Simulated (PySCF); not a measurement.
**BiS: the SCF solver's settings**

Aim: find out which solver settings change the answer for BiS.

Program: PySCF 2.14.0. Level of theory: method and basis as typed in the scripts. These are calculated values, not measurements.

6 further runs of the same task are left out: 2 for a known fault of the program, 4 that didn't finish.

## 1. Starting geometry

BiS: 2 atoms, charge 0, spin multiplicity 2.

Bond lengths: Bi1–S2 2.200 Å.

## 2. The run that the others are compared with

Contents of input.py:

```python
from pyscf import gto, scf
from pyscf.geomopt.geometric_solver import optimize

mol = gto.M(
    atom='Bi 0 0 0; S 0 0 2.2',
    basis='sbkjc',
    ecp={'Bi': 'sbkjc', 'S': 'sbkjc'},
    charge=0,
    spin=1,
    verbose=4,
)
mf = scf.ROHF(mol)
mf.kernel()
mol_eq = optimize(mf, maxsteps=30)
print('optimised geometry (angstrom)')
print(mol_eq.tostring('raw'))
print('orbital energies (hartree):', mf.mo_energy[..., max(0, mol.nelec[1]-3):mol.nelec[0]+3].round(4))
```

On the command line:

```sh
> python input.py
```

Its log is not repeated here.

It gives: at the starting geometry E(SCF) = -15.203681 Eh, 11 cycles, optimised bond 2.324 Å in 5 steps; the optimisation lowers the energy by 0.183 eV.

## 3. Second-order solver on

Edit 1 changes second-order solver: off → on.

Contents of input.py:

```python
from pyscf import gto, scf
from pyscf.geomopt.geometric_solver import optimize

mol = gto.M(
    atom='Bi 0 0 0; S 0 0 2.2',
    basis='sbkjc',
    ecp={'Bi': 'sbkjc', 'S': 'sbkjc'},
    charge=0,
    spin=1,
    verbose=4,
)
mf = scf.ROHF(mol)
mf = mf.newton()
mf.kernel()
mol_eq = optimize(mf, maxsteps=30)
print('optimised geometry (angstrom)')
print(mol_eq.tostring('raw'))
print('orbital energies (hartree):', mf.mo_energy[..., max(0, mol.nelec[1]-3):mol.nelec[0]+3].round(4))
```

On the command line:

```sh
> python input.py
```

## 4. Smearing width 0.005 hartree

Edit 2 changes smearing width: none → 0.005 hartree; step after the SCF: optimize → none.

Contents of input.py:

```python
from pyscf import gto, scf

mol = gto.M(
    atom='Bi 0 0 0; S 0 0 2.2',
    basis='sbkjc',
    ecp={'Bi': 'sbkjc', 'S': 'sbkjc'},
    charge=0,
    spin=1,
    verbose=4,
)
mf = scf.ROHF(mol)
mf = scf.addons.smearing_(mf, sigma=0.005, method='fermi')
mf.kernel()
mf.dip_moment()
print('orbital energies (hartree):', mf.mo_energy[..., max(0, mol.nelec[1]-3):mol.nelec[0]+3].round(4))
```

## 5. Convergence threshold 1e-13 hartree

Edit 3 changes convergence threshold: default → 1e-13 hartree.

Changes to input.py since step 2:

```diff
@@ -12,2 +12,3 @@
 mf = scf.ROHF(mol)
+mf.conv_tol = 1e-13
 mf.kernel()
```

## 6. DIIS space 2

Edit 4 changes DIIS space: default → 2.

Changes to input.py since step 2:

```diff
@@ -12,2 +12,3 @@
 mf = scf.ROHF(mol)
+mf.diis_space = 2
 mf.kernel()
```

## 7. Initial guess hcore

Edit 5 changes initial guess: minao → hcore.

Changes to input.py since step 2:

```diff
@@ -12,2 +12,3 @@
 mf = scf.ROHF(mol)
+mf.init_guess = 'hcore'
 mf.kernel()
```

**Question.** What will these runs give? Wanted: for each run, E(SCF); from base; SCF dipole; after the SCF.

**Answer**, as computed:

| run | E(SCF) (hartree) | from base (eV) | cycles | SCF dipole (D) | after the SCF |
| --- | --- | --- | --- | --- | --- |
| base | -15.203681 | 0 | 11 | n/a | bond 2.324 Å, -0.183 eV |
| second-order solver on | -15.203681 | 0.0000 | 3 macro | n/a | bond 2.324 Å, -0.183 eV |
| smearing width 0.005 hartree (poor choice) | -15.106325 | not comparable | 8 | 3.82 | n/a |
| convergence threshold 1e-13 hartree | -15.203681 | 0.0000 | 13 | n/a | bond 2.324 Å, -0.183 eV |
| DIIS space 2 | -15.203681 | 0.0000 | 16 | n/a | bond 2.324 Å, -0.183 eV |
| initial guess hcore | -15.203681 | 0.0000 | 13 | n/a | bond 2.324 Å, -0.183 eV |

SCF columns refer to the geometry typed in the script.

Distance from each run's final energy (log10 hartree) by cycle:

| run | cycle 1 | cycle 2 | cycle 3 | cycle 5 | cycle 8 | cycle 12 |
| --- | --- | --- | --- | --- | --- | --- |
| base | -1.8 | -2.3 | -3.1 | -4.0 | -7.5 | done |
| second-order solver on | -4.9 | < -11 | < -11 | done | done | done |
| smearing width 0.005 hartree (poor choice) | -1.9 | -2.3 | -3.6 | -5.3 | < -11 | done |
| convergence threshold 1e-13 hartree | -1.8 | -2.3 | -3.1 | -4.0 | -7.5 | < -11 |
| DIIS space 2 | -1.8 | -2.3 | -3.1 | -3.7 | -5.2 | -7.4 |
| initial guess hcore | 0.5 | 0.4 | -0.9 | -2.1 | -4.8 | -10.6 |

In words: The SCF energy stays the same, to the digits that matter, with second-order solver on or convergence threshold 1e-13 hartree or DIIS space 2 or initial guess hcore. The base needs 11 cycles and the run with DIIS space 2 needs 16. Rows marked «poor choice» come from settings spoiled on purpose.
